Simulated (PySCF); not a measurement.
# F2H5O2Si: the cost of one run

Computed with tblite 0.8.0 and PySCF 2.14.0; each step states its level. No surroundings beyond the atoms listed, unless a continuum is named. Atoms count from 0, parts from 1.

9 further runs of the same task are left out: 9 set aside as unsound or not needed.

### 1 The system as given

10 atoms, charge 1, multiplicity 1; geometry: GFN2-xTB. Parts: 1 = atoms 0–5, `O[SiH](F)F`, charge 0; 2 = atoms 6–9, `[OH3+]`, charge 1.

### 2 Nuclear shieldings: PBE0/pcSseg-1

Job settings and geometry (Å):

```
{"job": {"kind": "nmr", "xc": "PBE0", "basis": "pcSseg-1", "pop": false, "iso": false}, "charge": 1, "multiplicity": 1, "parts": [{"atoms": "0-5", "charge": 0, "multiplicity": 1}, {"atoms": "6-9", "charge": 1, "multiplicity": 1}]}
Si    -0.307410     0.085460     0.242770
F      0.135450     0.484480    -1.223610
F      0.241030     1.345130     1.072570
O      0.894350    -0.924680     0.754810
H     -1.665970    -0.285480     0.445070
H      0.899540    -1.870010     0.600370
O      2.801180     0.556100     1.525290
H      2.333010     1.319080     1.924980
H      2.069190    -0.145420     1.230800
H      3.311950     0.856130     0.748610
```

With the program's defaults for keys left out, this is: GIAO PBE0/pcSseg-1 NMR shielding, non-relativistic, gas phase.

Started as:

```
OMP_NUM_THREADS=1 python cluster_run.py task.json out
```

The driver reads the jobs from task.json and runs them one after another.

Q: Estimate the wall time and peak memory of this first job on 1 thread of AMD EPYC 7R43, shared host.

About 6.9 s, with a peak of 0.52 GiB.
